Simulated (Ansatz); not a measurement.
## Li₂Ca, space group Fd-3m: an equation of state with a fit, step by step

Program: the Ansatz DFT code, driven from Python.

Interactive session:
```pycon
>>> import ansatz as az
>>> import numpy as np
>>> from scipy.optimize import curve_fit
>>> vectors0 = np.array([
...     [0.0, 4.428, 4.428],
...     [4.428, 0.0, 4.428],
...     [4.428, 4.428, 0.0],
... ])
>>> sites = [
...     ("Li", (0.625, 0.625, 0.625)),
...     ("Li", (0.125, 0.625, 0.625)),
...     ("Li", (0.625, 0.625, 0.125)),
...     ("Li", (0.625, 0.125, 0.625)),
...     ("Ca", (0.0, 0.0, 0.0)),
...     ("Ca", (0.25, 0.25, 0.25)),
... ]
>>> def on_lattice(cell):
...     crystal = az.Crystal(lattice=az.Lattice.of(cell))
...     for symbol, position in sites:
...         crystal = crystal.atom(symbol, position)
...     return crystal
...
>>> def vinet(v, e0, v0, b0, b1):
...     eta = (v / v0) ** (1 / 3)
...     return e0 + 2 * b0 * v0 / (b1 - 1) ** 2 * (2 - (5 + 3 * b1 * (eta - 1) - 3 * eta) * np.exp(-1.5 * (b1 - 1) * (eta - 1)))
...
>>> # scale the volume, keep shape and fractions
>>> volumes, energies, pressures = [], [], []
>>> for scale in np.linspace(0.94, 1.06, 7):
...     cell = vectors0 * scale ** (1 / 3)
...     calc = (
...         on_lattice(cell).calculation()
...         .functional(az.Functional.R2SCAN)
...         .basis(21 * az.Ha)
...         .occupations("Marzari-Vanderbilt", width=100 * az.meV)
...         .kpoints(5, 5, 5)
...         .stress()
...     )
...     r = calc.run().report
...     volumes.append(abs(np.linalg.det(cell)) / len(sites))
...     energies.append(r["free_energy_ev"] / len(sites))
...     pressures.append(np.trace(r["stress_gpa"]) / 3)
...     print(f"V = {volumes[-1]:8.4f} A^3/atom  F = {energies[-1]:.5f} eV/atom  P = {pressures[-1]:8.3f} GPa")
...
V =  27.2038 A^3/atom  F = -743.99344 eV/atom  P =    0.875 GPa
V =  27.7826 A^3/atom  F = -743.99589 eV/atom  P =    0.490 GPa
V =  28.3614 A^3/atom  F = -743.99702 eV/atom  P =    0.139 GPa
V =  28.9402 A^3/atom  F = -743.99693 eV/atom  P =   -0.181 GPa
V =  29.5190 A^3/atom  F = -743.99574 eV/atom  P =   -0.475 GPa
V =  30.0978 A^3/atom  F = -743.99354 eV/atom  P =   -0.743 GPa
V =  30.6766 A^3/atom  F = -743.99041 eV/atom  P =   -0.988 GPa
>>> guess = (min(energies), volumes[int(np.argmin(energies))], 0.5, 4.5)
>>> (e0, v0, b0, b1), _ = curve_fit(vinet, np.array(volumes), np.array(energies), p0=guess, maxfev=20000)
>>> print(f"Vinet fit: V0 = {v0:.4f} A^3/atom, B0 = {160.21766 * b0:.1f} GPa, B1 = {b1:.2f}")
Vinet fit: V0 = 28.6065 A^3/atom, B0 = 16.0 GPa, B1 = 3.45
>>> print("largest residual", round(1000 * float(np.abs(vinet(np.array(volumes), e0, v0, b0, b1) - energies).max()), 3), "meV/atom")
largest residual 0.001 meV/atom
```

A third-order Birch-Murnaghan fit through the 7 points (the script's own form differs a little) has its minimum at 28.61 Å³ an atom, 1.2 % below the typed cell, with a bulk modulus of 16 GPa and dB/dP = 3.5. From that minimum the energy rises by 3.7 meV an atom on the compressed side and 6.7 meV on the expanded side.

Caveats:
- Absolute energies stand on the zero of these potentials, so only differences at equal settings mean something.
- Shape and fractional positions are held along the curve, so the bulk modulus is an upper value where they are free to relax.
- The mesh is modest for a metal, so energies can be off by several to tens of meV an atom and pressures by half a GPa or more; differences at equal mesh fare better.
- Pressure is positive in compression.
- The starting cell is as deposited in a crystallographic database; the results hold for this polymorph, which needn't be the stable one.
- Wall time of the script: 46 s on 1 thread of Arm Neoverse V2, on a shared host, peak memory 1.1 GiB.

(Lines on the test bed's own set-up are left out of the output.)
